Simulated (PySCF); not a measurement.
**C₆H₁₁NO: runs on many settings**

Aim: see how C₆H₁₁NO (`C=CC(=O)N(C)CC`) answers to the choice of functional, basis, grid and SCF options, and what happens with inputs that are wrong on purpose.

The runs use PySCF 2.14.0, with density-fitted response routines of our own; the level of theory stands in each step. All values are computed, except where a source is named. Atoms count from 0, in the outputs and in this text.

## Step 1: The molecule as given

19 atoms, charge 0, multiplicity 1; geometry from: GFN2-xTB.

Bonds of the start (Å): C0–C1 1.32, C1–C2 1.49, C2–O3 1.22, C2–N4 1.36, N4–C5 1.45, N4–C6 1.45, C6–C7 1.53, C0–H8 1.08, C0–H9 1.08, C1–H10 1.08, C5–H11 1.09, C5–H12 1.09, C5–H13 1.09, C6–H14 1.09, C6–H15 1.09, C7–H16 1.09, C7–H17 1.09, C7–H18 1.09.

## Step 2: Nuclear shieldings: PBE0/pcSseg-1

Job settings and geometry (Å):

```
{"job": {"kind": "nmr", "xc": "PBE0", "basis": "pcSseg-1"}, "charge": 0, "multiplicity": 1}
C      2.206315     1.009491    -1.812708
C      1.619708     0.492097    -0.744202
C      0.661362    -0.634880    -0.891454
O      0.693338    -1.366921    -1.867309
N     -0.236783    -0.825573     0.113669
C     -1.211738    -1.883772    -0.029760
C     -0.444585     0.082102     1.221719
C     -1.150835     1.369549     0.797239
H      1.973697     0.628803    -2.793691
H      2.920772     1.812834    -1.749601
H      1.846770     0.855381     0.246084
H     -2.221839    -1.474598    -0.104431
H     -1.162154    -2.560216     0.826254
H     -0.978572    -2.432559    -0.940178
H      0.509691     0.320562     1.699471
H     -1.055941    -0.442735     1.960098
H     -2.111121     1.141237     0.341149
H     -1.320010     2.005894     1.662057
H     -0.547878     1.912556     0.073296
```

With the program's defaults for keys left out, this is: GIAO PBE0/pcSseg-1 NMR shielding, non-relativistic, gas phase.

On the command line:

```console
$ OMP_NUM_THREADS=1 python probes_run.py task.json out
```

This one command runs all jobs of the session in turn.

Log:

```text
coarse grid: 15488 points
cycle   1  E = -364.5354382763  dE =  1.120e+00  |g| = 8.747e-01  |ddm| = 3.778e+00
cycle   2  E = -363.9633628503  dE =  5.721e-01  |g| = 1.895e+00  |ddm| = 2.787e+00
cycle   3  E = -364.6821188377  dE = -7.188e-01  |g| = 2.140e-01  |ddm| = 2.217e+00
cycle   4  E = -364.6918765675  dE = -9.758e-03  |g| = 8.211e-02  |ddm| = 2.388e-01
cycle   5  E = -364.6932673410  dE = -1.391e-03  |g| = 2.527e-02  |ddm| = 6.964e-02
cycle   6  E = -364.6933999591  dE = -1.326e-04  |g| = 6.703e-03  |ddm| = 2.169e-02
cycle   7  E = -364.6934088738  dE = -8.915e-06  |g| = 1.688e-03  |ddm| = 5.497e-03
final grid: 148544 points
cycle   8  E = -364.7508089908  dE = -2.788e-05  |g| = 1.404e-02  |ddm| = 2.955e-02
cycle   9  E = -364.7507114736  dE =  9.752e-05  |g| = 2.642e-02  |ddm| = 3.180e-02
cycle  10  E = -364.7508483289  dE = -1.369e-04  |g| = 3.529e-03  |ddm| = 2.307e-02
cycle  11  E = -364.7508509277  dE = -2.599e-06  |g| = 3.739e-04  |ddm| = 2.582e-03
cycle  12  E = -364.7508509515  dE = -2.379e-08  |g| = 1.955e-04  |ddm| = 5.253e-04
cycle  13  E = -364.7508509607  dE = -9.242e-09  |g| = 5.027e-05  |ddm| = 2.029e-04
cycle  14  E = -364.7508509613  dE = -5.859e-10  |g| = 1.586e-05  |ddm| = 4.919e-05
converged SCF energy = -364.7508509613

GIAO shielding tensors (ppm)
atom      isotropic    diamagn.    paramagn.     s11        s22        s33       span
  0 C       49.670     251.925    -202.255    -72.218     47.543    173.684    245.902
  1 C       51.941     259.411    -207.470    -68.878     64.142    160.560    229.437
  2 C       18.622     246.379    -227.757    -67.400     30.425     92.839    160.239
  3 O      -64.959     401.117    -466.076   -360.604   -176.556    342.282    702.886
  4 N      136.403     334.461    -198.059     37.946    165.793    205.469    167.522
  5 C      153.101     245.764     -92.663    131.708    143.158    184.436     52.729
  6 C      140.721     247.584    -106.864    120.419    131.521    170.222     49.802
  7 C      171.065     249.197     -78.132    152.793    173.510    186.892     34.099
  8 H       24.903      30.612      -5.709     21.086     24.329     29.294      8.208
  9 H       25.700      28.583      -2.883     22.668     25.401     29.031      6.363
 10 H       24.956      34.050      -9.094     21.209     22.864     30.796      9.587
 11 H       29.305      30.609      -1.304     24.168     28.252     35.494     11.327
 12 H       29.405      29.570      -0.165     24.466     27.404     36.343     11.877
 13 H       26.675      30.631      -3.955     20.952     27.460     31.615     10.663
 14 H       27.967      32.645      -4.678     24.350     26.926     32.624      8.274
 15 H       28.732      31.930      -3.198     23.840     28.907     33.449      9.609
 16 H       30.434      31.234      -0.800     26.177     29.425     35.699      9.522
 17 H       30.953      29.593       1.360     26.832     27.480     38.547     11.715
 18 H       30.426      32.099      -1.673     25.304     30.758     35.216      9.912
```

It took 25 s on 1 thread of Arm Neoverse V2, shared host; peak memory 0.85 GiB.

The references, computed at this level on geometries of the same kind, shield at (ppm): 1H TMS 31.72, 13C TMS 186.9, 15N NH3 267.7, 17O H2O 336.1. Their shielding less the atom's gives the shift. The references are single molecules in the gas phase, so shifts against H2O, NH3, PH3, H3PO4 or CFCl3 are not on the usual liquid scales and can be off by tens of ppm. Atoms listed in one row are averaged.

```tsv
atoms	environment	σ (ppm)	δ (ppm)	δ scaled to CDCl3
C2	amide carbonyl carbon	18.6	168.3	162.3
C0	β carbon of a C=C–C=O unit	49.7	137.3	132.0
C1	α carbon of a C=C–C=O unit	51.9	135.0	129.8
C6	sp3 CH2 bonded to N	140.7	46.2	43.2
C5	methyl carbon bonded to N	153.1	33.8	31.1
C7	methyl carbon	171.1	15.9	13.6
H8	hydrogen on a β carbon of a C=C–C=O unit	24.90	6.81	6.53
H10	hydrogen on an α carbon of a C=C–C=O unit	24.96	6.76	6.48
H9	hydrogen on a β carbon of a C=C–C=O unit	25.70	6.02	5.78
H14, H15	hydrogen on an sp3 CH2 bonded to N	28.35	3.37	3.28
H11, H12, H13	hydrogen on a methyl carbon bonded to N	28.46	3.26	3.17
H16, H17, H18	hydrogen on a methyl carbon	30.60	1.11	1.15
O3	amide-type carbonyl oxygen	-65.0	401.0	–
N4	amide-type nitrogen	136.4	131.3	–
```

The scaled column applies a straight-line fit of computed shieldings to shifts measured in CDCl3 (root-mean-square error 0.16 ppm for H, 1.9 ppm for C).

The run also stored atomic charges by several schemes (e):

```tsv
atoms	Mulliken	IAO	Hirshfeld	ESP fit
C0	-0.07	-0.26	-0.07	-0.21
C1	-0.32	-0.20	-0.06	-0.47
C2	0.57	0.40	0.16	0.76
O3	-0.45	-0.52	-0.29	-0.57
N4	-0.68	-0.18	-0.04	-0.34
C5	-0.07	-0.32	-0.07	-0.29
C6	-0.06	-0.15	-0.01	0.23
C7	-0.27	-0.43	-0.12	-0.30
```

Mayer bond orders: C0–C1 1.97, C1–C2 0.97, C2–O3 1.88, C2–N4 1.10, N4–C5 0.94, N4–C6 0.92, C6–C7 1.05.

## Step 3: Excited states and response: PBE0/def2-SVPD

Same as in step 2 but for these lines:

```diff
@@ -1,2 +1,2 @@
-{"job": {"kind": "nmr", "xc": "PBE0", "basis": "pcSseg-1"}, "charge": 0, "multiplicity": 1}
+{"job": {"kind": "uv", "xc": "PBE0", "basis": "def2-SVPD", "nstates": 6, "ntriplets": 2}, "charge": 0, "multiplicity": 1}
 C      2.206315     1.009491    -1.812708
```

Level: TDDFT PBE0/def2-SVPD, vertical, gas phase, core orbitals frozen in the response.

Log:

```text
coarse grid: 15488 points
cycle   1  E = -364.3395989884  dE =  1.046e+00  |g| = 8.410e-01  |ddm| = 6.678e+00
cycle   2  E = -363.7601866899  dE =  5.794e-01  |g| = 1.874e+00  |ddm| = 4.681e+00
cycle   3  E = -364.4830156756  dE = -7.228e-01  |g| = 1.963e-01  |ddm| = 3.732e+00
cycle   4  E = -364.4913106014  dE = -8.295e-03  |g| = 8.106e-02  |ddm| = 4.153e-01
cycle   5  E = -364.4927241024  dE = -1.414e-03  |g| = 2.389e-02  |ddm| = 1.360e-01
cycle   6  E = -364.4928472769  dE = -1.232e-04  |g| = 6.067e-03  |ddm| = 4.499e-02
cycle   7  E = -364.4928548634  dE = -7.586e-06  |g| = 1.485e-03  |ddm| = 1.087e-02
final grid: 148544 points
cycle   8  E = -364.5491409605  dE = -3.776e-05  |g| = 1.294e-02  |ddm| = 1.628e-01
cycle   9  E = -364.5490549594  dE =  8.600e-05  |g| = 2.431e-02  |ddm| = 5.169e-02
cycle  10  E = -364.5491759857  dE = -1.210e-04  |g| = 3.314e-03  |ddm| = 3.440e-02
cycle  11  E = -364.5491783892  dE = -2.404e-06  |g| = 3.432e-04  |ddm| = 4.840e-03
cycle  12  E = -364.5491784090  dE = -1.976e-08  |g| = 1.920e-04  |ddm| = 8.915e-04
cycle  13  E = -364.5491784182  dE = -9.195e-09  |g| = 5.073e-05  |ddm| = 3.949e-04
cycle  14  E = -364.5491784188  dE = -6.257e-10  |g| = 1.556e-05  |ddm| = 1.185e-04
converged SCF energy = -364.5491784188

Static polarisability (au): isotropic 85.805, principal 64.623 84.452 108.340

Singlet excitations
state   eV       nm        f      main configurations
  1   4.5889    270.2   0.00142   H-1->L 0.91
  2   5.1217    242.1   0.08755   H->L 0.95
  3   6.4335    192.7   0.02017   H->L+1 0.95
  4   6.5644    188.9   0.35666   H-2->L 0.89
  5   6.8547    180.9   0.00958   H-1->L+1 0.89
  6   7.1701    172.9   0.02062   H->L+2 0.80

Triplet excitations (Tamm-Dancoff, eV): 3.8735 4.0758
```

It took 45 s on 1 thread of Arm Neoverse V2, shared host; peak memory 1 GiB.

The orbitals next to the gap, with their largest atomic shares:

```tsv
orbital	eV	atoms
HOMO−3	-10.07	C6 18 %, C7 15 %, H14 9 %
HOMO−2	-8.06	C1 33 %, C0 32 %, O3 14 %
HOMO−1	-7.23	O3 64 %, C1 10 %, C2 8 %
HOMO	-6.94	N4 41 %, O3 26 %, C2 7 %
LUMO	-0.95	C0 30 %, C1 23 %, C2 14 %
LUMO+1	0.57	C7 15 %, C6 13 %, C5 10 %
LUMO+2	1.22	C0 18 %, H9 11 %, C5 10 %
```

With each of the 6 states as a Gaussian band of 0.4 eV half-width at 1/e, the curve within the window shown has maxima at 242 nm (ε 3,600), 189 nm (ε 15,000) L/(mol cm). Beyond the last state computed it falls off for lack of states. The curve at chosen wavelengths:

```json
{"nm": "166", "ε (L/mol/cm)": "599"}
{"nm": "172", "ε (L/mol/cm)": "2094"}
{"nm": "178", "ε (L/mol/cm)": "6400"}
{"nm": "183", "ε (L/mol/cm)": "11996"}
{"nm": "189", "ε (L/mol/cm)": "15486"}
{"nm": "195", "ε (L/mol/cm)": "11981"}
{"nm": "201", "ε (L/mol/cm)": "5994"}
{"nm": "206", "ε (L/mol/cm)": "2564"}
{"nm": "212", "ε (L/mol/cm)": "817"}
{"nm": "218", "ε (L/mol/cm)": "622"}
{"nm": "224", "ε (L/mol/cm)": "1240"}
{"nm": "229", "ε (L/mol/cm)": "2078"}
{"nm": "235", "ε (L/mol/cm)": "3055"}
{"nm": "241", "ε (L/mol/cm)": "3541"}
{"nm": "247", "ε (L/mol/cm)": "3342"}
{"nm": "252", "ε (L/mol/cm)": "2782"}
{"nm": "258", "ε (L/mol/cm)": "1945"}
{"nm": "264", "ε (L/mol/cm)": "1201"}
{"nm": "270", "ε (L/mol/cm)": "673"}
{"nm": "275", "ε (L/mol/cm)": "394"}
{"nm": "281", "ε (L/mol/cm)": "200"}
{"nm": "287", "ε (L/mol/cm)": "101"}
{"nm": "293", "ε (L/mol/cm)": "51"}
{"nm": "298", "ε (L/mol/cm)": "29"}
{"nm": "304", "ε (L/mol/cm)": "15"}
{"nm": "310", "ε (L/mol/cm)": "8"}
```

Ground-state properties from the same run:

```tsv
property	computed
dipole moment (D)	3.82
polarisability (Å³)	12.71
HOMO–LUMO gap (eV)	5.99
−ε(HOMO) (eV)	6.94
```

## Step 4: Excited states and response: KT2/def2-SVPD

Same as in step 3 but for these lines:

```diff
@@ -1,2 +1,2 @@
-{"job": {"kind": "uv", "xc": "PBE0", "basis": "def2-SVPD", "nstates": 6, "ntriplets": 2}, "charge": 0, "multiplicity": 1}
+{"job": {"kind": "uv", "xc": "KT2", "basis": "def2-SVPD", "nstates": 1, "ntriplets": 0, "tda": false}, "charge": 0, "multiplicity": 1}
 C      2.206315     1.009491    -1.812708
```

Method: TDDFT KT2/def2-SVPD, vertical, gas phase, core orbitals frozen in the response.

Log:

```text
coarse grid: 15488 points
cycle   1  E = -370.8197908841  dE =  9.032e-01  |g| = 9.744e-01  |ddm| = 7.712e+00
cycle   2  E = -368.4134277920  dE =  2.406e+00  |g| = 2.988e+00  |ddm| = 3.080e+01
cycle   3  E = -370.9608694105  dE = -2.547e+00  |g| = 5.036e-01  |ddm| = 3.075e+01
cycle   4  E = -371.0173354421  dE = -5.647e-02  |g| = 2.571e-01  |ddm| = 1.323e+00
cycle   5  E = -371.0307733073  dE = -1.344e-02  |g| = 1.073e-01  |ddm| = 5.024e-01
cycle   6  E = -371.0334704958  dE = -2.697e-03  |g| = 3.038e-02  |ddm| = 2.098e-01
cycle   7  E = -371.0337059060  dE = -2.354e-04  |g| = 9.865e-03  |ddm| = 6.274e-02
cycle   8  E = -371.0337257261  dE = -1.982e-05  |g| = 4.704e-03  |ddm| = 2.112e-02
cycle   9  E = -371.0337314909  dE = -5.765e-06  |g| = 9.101e-04  |ddm| = 8.787e-03
final grid: 148544 points
cycle  10  E = -371.0581690578  dE = -1.804e-04  |g| = 1.580e-02  |ddm| = 4.317e-01
cycle  11  E = -371.0581022178  dE =  6.684e-05  |g| = 2.203e-02  |ddm| = 6.759e-02
cycle  12  E = -371.0582229240  dE = -1.207e-04  |g| = 7.639e-03  |ddm| = 4.448e-02
cycle  13  E = -371.0582354120  dE = -1.249e-05  |g| = 1.069e-03  |ddm| = 1.137e-02
cycle  14  E = -371.0582356579  dE = -2.459e-07  |g| = 3.795e-04  |ddm| = 2.771e-03
cycle  15  E = -371.0582356907  dE = -3.282e-08  |g| = 1.452e-04  |ddm| = 7.365e-04
cycle  16  E = -371.0582356963  dE = -5.660e-09  |g| = 3.894e-05  |ddm| = 2.893e-04
cycle  17  E = -371.0582356967  dE = -4.106e-10  |g| = 9.224e-06  |ddm| = 7.847e-05
converged SCF energy = -371.0582356967

Static polarisability (au): isotropic 90.585, principal 67.436 89.422 114.896

Singlet excitations
state   eV       nm        f      main configurations
  1   4.0132    308.9   0.00086   H-1->L 0.58, H->L 0.41
```

Wall time 48 s (1 thread of Arm Neoverse V2, shared host); peak memory 0.77 GiB.

In short: HOMO -5.73 eV, LUMO -1.88 eV; lowest singlet 4.01 eV.

## Step 5: Nuclear shieldings: HF/pcSseg-1

Same as in step 4 but for these lines:

```diff
@@ -1,2 +1,2 @@
-{"job": {"kind": "uv", "xc": "KT2", "basis": "def2-SVPD", "nstates": 1, "ntriplets": 0, "tda": false}, "charge": 0, "multiplicity": 1}
+{"job": {"kind": "nmr", "xc": "HF", "basis": "pcSseg-1", "pop": true}, "charge": 0, "multiplicity": 1}
 C      2.206315     1.009491    -1.812708
```

Level: GIAO HF/pcSseg-1 NMR shielding, non-relativistic, gas phase.

Log:

```text
final grid: 148544 points
cycle   1  E = -362.6547052672  dE =  1.928e+00  |g| = 8.683e-01  |ddm| = 3.674e+00
cycle   2  E = -362.7589433641  dE = -1.042e-01  |g| = 6.933e-01  |ddm| = 1.261e+00
cycle   3  E = -362.8470292729  dE = -8.809e-02  |g| = 9.530e-02  |ddm| = 6.084e-01
cycle   4  E = -362.8503280195  dE = -3.299e-03  |g| = 2.591e-02  |ddm| = 1.291e-01
cycle   5  E = -362.8505816551  dE = -2.536e-04  |g| = 8.453e-03  |ddm| = 3.469e-02
cycle   6  E = -362.8506391026  dE = -5.745e-05  |g| = 4.496e-03  |ddm| = 2.163e-02
cycle   7  E = -362.8506530831  dE = -1.398e-05  |g| = 1.567e-03  |ddm| = 1.155e-02
cycle   8  E = -362.8506546437  dE = -1.561e-06  |g| = 4.552e-04  |ddm| = 3.925e-03
cycle   9  E = -362.8506547836  dE = -1.399e-07  |g| = 1.293e-04  |ddm| = 1.125e-03
cycle  10  E = -362.8506547929  dE = -9.367e-09  |g| = 4.851e-05  |ddm| = 2.348e-04
cycle  11  E = -362.8506547942  dE = -1.319e-09  |g| = 1.615e-05  |ddm| = 9.217e-05
cycle  12  E = -362.8506547944  dE = -1.660e-10  |g| = 6.571e-06  |ddm| = 2.927e-05
converged SCF energy = -362.8506547944

GIAO shielding tensors (ppm)
atom      isotropic    diamagn.    paramagn.     s11        s22        s33       span
  0 C       51.457     252.813    -201.356    -87.933     62.408    179.896    267.829
  1 C       60.616     258.669    -198.053    -73.664     87.643    167.869    241.533
  2 C       16.480     244.104    -227.624    -77.870     19.246    108.065    185.936
  3 O      -42.990     401.522    -444.512   -318.705   -177.579    367.314    686.019
  4 N      164.631     336.621    -171.991     62.239    190.443    241.211    178.972
  5 C      161.618     242.059     -80.440    144.104    151.709    189.041     44.937
  6 C      152.094     243.643     -91.550    134.657    143.744    177.880     43.223
  7 C      177.056     246.961     -69.905    159.594    179.471    192.103     32.509
  8 H       25.071      30.322      -5.251     21.091     23.988     30.135      9.044
  9 H       25.899      28.894      -2.995     22.589     25.178     29.930      7.341
 10 H       25.665      33.734      -8.069     22.087     23.223     31.686      9.599
 11 H       29.836      30.631      -0.795     24.477     28.649     36.383     11.906
 12 H       29.844      29.905      -0.061     24.672     27.619     37.241     12.569
 13 H       27.186      30.334      -3.148     21.139     27.854     32.564     11.425
 14 H       28.740      32.677      -3.937     24.850     27.476     33.894      9.045
 15 H       29.423      32.185      -2.762     24.304     29.181     34.784     10.480
 16 H       30.829      31.263      -0.434     26.316     29.677     36.494     10.178
 17 H       31.379      29.952       1.428     27.032     27.638     39.468     12.436
 18 H       30.779      31.918      -1.139     25.385     31.073     35.880     10.496
```

Wall time 13 s (1 thread of Arm Neoverse V2, shared host); peak memory 0.92 GiB.

In short: δ C2 176.9, C0 141.9, C1 132.8, C6 41.3, H8 7.08, H10 6.49 ppm.

## Step 6: TDDFT and polarisability: HF/SBKJC-VDZ

Same as in step 5 but for these lines:

```diff
@@ -1,2 +1,2 @@
-{"job": {"kind": "nmr", "xc": "HF", "basis": "pcSseg-1", "pop": true}, "charge": 0, "multiplicity": 1}
+{"job": {"kind": "uv", "xc": "HF", "basis": "SBKJC-VDZ", "nstates": 3, "ntriplets": 0, "tda": false, "scf": {"max_cycle": 92}}, "charge": -1, "multiplicity": 1}
 C      2.206315     1.009491    -1.812708
```

Method: HF/SBKJC-VDZ.

Log:

```text
RuntimeError: Electron number 47 and spin 0 are not consistent
Note mol.spin = 2S = Nalpha - Nbeta, not 2S+1
```

Run time: 0.02 s. Hardware: 1 thread of Arm Neoverse V2, shared host.

Diagnosis: Charge and multiplicity don't fit the number of electrons: an even count needs an odd multiplicity, and the reverse. Cure: mend the charge or the multiplicity.

## Step 7: Run by run: NMR shifts

Shifts (ppm) of some atoms, chosen among heavy atoms and hydrogens apart, means over like atoms, with basis size and wall time:

```tsv
run	C2	C0	C6	H10	H14	O3	N4	functions	time
PBE0/pcSseg-1	168.3	137.3	46.2	6.76	3.37	401.0	131.3	191	25 s
HF/pcSseg-1	176.9	141.9	41.3	6.49	3.07	377.7	102.9	191	13 s
```

## Step 8: Side by side: electronic excitations

Excitations and ground-state properties, with basis size and wall time:

```tsv
run	lowest singlet (eV)	brightest (eV)	f	gap (eV)	α (Å³)	μ (D)	functions	time
PBE0/def2-SVPD	4.59	6.56	0.357	5.99	12.71	3.82	251	45 s
KT2/def2-SVPD	4.01	4.01	0.001	3.85	13.42	3.68	251	48 s
```

## Step 9: What came out

```
                                                              quantity                                            value
                                13C shifts against TMS (PBE0/pcSseg-1)        168.3, 137.3, 135.0, 46.2, 33.8, 15.9 ppm
1H shifts against TMS (PBE0/pcSseg-1, means over atoms taken as alike)           6.81, 6.76, 6.02, 3.37, 3.26, 1.11 ppm
                                17O shifts against H2O (PBE0/pcSseg-1)                                        401.0 ppm
                                15N shifts against NH3 (PBE0/pcSseg-1)                                        131.3 ppm
                                       lowest singlet (PBE0/def2-SVPD)                      4.59 eV (270 nm), f = 0.001
                              brightest single state of those computed                      state 4, 6.56 eV, f = 0.357
                                                        lowest triplet                                          3.87 eV
                                              range of the shift of N4                               102.9 to 131.3 ppm
                                           range of the lowest singlet                                  4.01 to 4.59 eV
                                         property runs in this session  5, of which 1 failed and 0 gave unsound results
```

In words: Single values in the summary come from the first run of each kind that ended normally (PBE0/pcSseg-1; PBE0/def2-SVPD), which need not be the best level. The most deshielded carbon is C2 (amide carbonyl carbon), at 168.3 ppm: it is a carbonyl in resonance with an O or N lone pair, the region of acids, esters and amides. At PBE0/pcSseg-1: The widest tensor belongs to O3: span 703 ppm, with a paramagnetic part of -466 ppm. The first singlet state (HOMO−1→LUMO 0.91) lies at 4.59 eV and is weak; of the 6 states computed, the strongest absorption comes from state 4 at 6.56 eV. The lowest triplet lies 0.72 eV below the lowest singlet (triplets in Tamm-Dancoff, singlets in full TDDFT). Across the 2 runs the shift of N4 moves most, between 102.9 (HF/pcSseg-1) and 131.3 ppm (PBE0/pcSseg-1). The lowest singlet runs from 4.01 eV (KT2/def2-SVPD) to 4.59 eV (PBE0/def2-SVPD), while the orbital gap spans 3.85 to 5.99 eV: the excitation energy moves far less from run to run than the orbital gap does. The lowest state need not be the same one in every run. The runs solved for a few states only, so the brightest column depends on that window.
